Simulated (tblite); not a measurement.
# BSiH3SO2 (SMILES SB1O[SiH2]O1): GFN2-xTB

Aim: a structure relaxation of BSiH3SO2. 

Program for the calculation: tblite 0.8.0.

30 further runs of the same task are left out: 30 set aside as unsound or not needed.

## Step 1: The molecule

BSiH3SO2: 8 atoms, total charge 0, spin state singlet. SMILES: `SB1O[SiH2]O1`. The coordinates come from a GFN2-xTB relaxation. The run starts from this shape.

Bond lengths: S1–B2 1.768 Å, B2–O3 1.394 Å, O3–Si4 1.680 Å, B2–O5 1.383 Å, Si4–O5 1.683 Å, S1–H6 1.328 Å, Si4–H7 1.444 Å, Si4–H8 1.444 Å. Some angles: S1–B2–O3 126.6°, S1–B2–O5 128.6°, O3–B2–O5 104.8°, B2–O3–Si4 86.6°, O3–Si4–O5 81.7°, B2–O5–Si4 86.9°, B2–S1–H6 95.6°, O3–Si4–H7 111.0°, O3–Si4–H8 111.1°, O5–Si4–H7 111.1°.

## Step 2: A geometry optimisation at GFN2-xTB

Contents of molecule.xyz:

```xyz
8

S     -0.717180     2.199480     0.933430
B     -0.235820     0.586950     0.389780
O      0.233460     0.241850    -0.876330
Si     0.348520    -1.330820    -0.296320
O     -0.235840    -0.598720     1.101390
H     -0.466370     2.806080    -0.220460
H      1.729000    -1.725080    -0.138120
H     -0.655770    -2.179730    -0.893380
```

Contents of script.py:

```python
# GFN2-xTB geometry optimisation
import json
import numpy as np
from tblite.interface import Calculator
from tblite.interface import symbols_to_numbers
from scipy.optimize import minimize

symbols = list(map(str, np.loadtxt("molecule.xyz", skiprows=2, usecols=0, dtype=str, ndmin=1)))
numbers = np.array(symbols_to_numbers(symbols))
positions = np.loadtxt("molecule.xyz", skiprows=2, usecols=(1, 2, 3), ndmin=2) / 0.52917721

tb = Calculator("GFN2-xTB", numbers, positions, charge=0, uhf=0)
tb.set("verbosity", 0)
tb.set("accuracy", 0.01)
last, frames, energies, grads = [None], [], [], []

def fun(x):
    tb.update(x.reshape(-1, 3))
    last[0] = tb.singlepoint(last[0])
    return float(last[0].get('energy')), last[0].get('gradient').ravel()

def show(x):
    e, g = fun(x)
    frames.append(x.reshape(-1, 3).tolist())
    energies.append(e)
    grads.append(g.reshape(-1, 3).tolist())
    print(f"{len(energies) - 1:4d} {e:16.9f} {np.abs(g).max():12.3e} {np.linalg.norm(g):12.3e}")

print("step      energy/Eh       max grad     grad norm")
show(positions.ravel())
opt = minimize(fun, positions.ravel(), jac=True, method="BFGS", callback=show, options={"gtol": 3e-05, "maxiter": 500})
print("converged:", opt.success, "-", opt.message)
fun(opt.x)
result = last[0]
final = opt.x.reshape(-1, 3)
print("final geometry (angstrom)")
for s, p in zip(symbols, final * 0.529177210903):
    print(f"{s:<2} {p[0]:12.6f} {p[1]:12.6f} {p[2]:12.6f}")
print(f"Total energy: {result.get('energy') * 2625.4996:.8f} kJ/mol")
eps = np.atleast_2d(result.get("orbital-energies")) * 27.211386
occ = np.atleast_2d(result.get("orbital-occupations"))
filled = occ.sum(axis=0) if eps.shape[0] == 1 else occ[0]
homo = np.nonzero(filled > 0.5)[0].max()
print(f"HOMO {eps[0, homo]:.4f} eV")
if homo + 1 < eps.shape[1]:
    print(f"LUMO {eps[0, homo + 1]:.4f} eV, gap {eps[0, homo + 1] - eps[0, homo]:.4f} eV")
mu = result.get("dipole") * 2.541746
print(f"|mu|: {np.linalg.norm(mu):.4f} D, components " + " ".join(f"{c:.4f}" for c in mu))
q = result.get("charges")
print("Charges:", " ".join(f"{s}{i + 1}={c:+.4f}" for i, (s, c) in enumerate(zip(symbols, q))))
out = {k: np.asarray(result.get(k)).tolist() for k in ("energy", "gradient", "charges", "dipole", "orbital-energies", "orbital-occupations")}
out.update(symbols=symbols, positions=(positions * 0.529177210903).tolist(), final=final.tolist(), frames=frames, step_energies=energies, grads=grads, success=bool(opt.success))
json.dump(out, open("results.json", "w"))
```

Command:

```console
$ python script.py
```

What values should one expect? Wanted: total energy at the end; dipole moment; HOMO energy; LUMO energy; HOMO–LUMO gap.

**Answer.** As computed:

At GFN2-xTB:

| quantity | value |
| --- | --- |
| total energy at the end | -16.03606 Eh |
| dipole moment | 3.51 D |
| HOMO energy | -10.94 eV |
| LUMO energy | -6.35 eV |
| HOMO–LUMO gap | 4.59 eV |

At the final geometry: Bond lengths: S1–B2 1.769 Å, B2–O3 1.393 Å, O3–Si4 1.681 Å, B2–O5 1.384 Å, Si4–O5 1.682 Å, S1–H6 1.328 Å, Si4–H7 1.444 Å, Si4–H8 1.444 Å. Some angles: S1–B2–O3 126.7°, S1–B2–O5 128.5°, O3–B2–O5 104.8°, B2–O3–Si4 86.6°, O3–Si4–O5 81.7°, B2–O5–Si4 86.9°, B2–S1–H6 95.6°, O3–Si4–H7 111.0°, O3–Si4–H8 111.0°, O5–Si4–H7 111.1°. The optimisation took 9 steps and changed the energy by -0.000 eV.
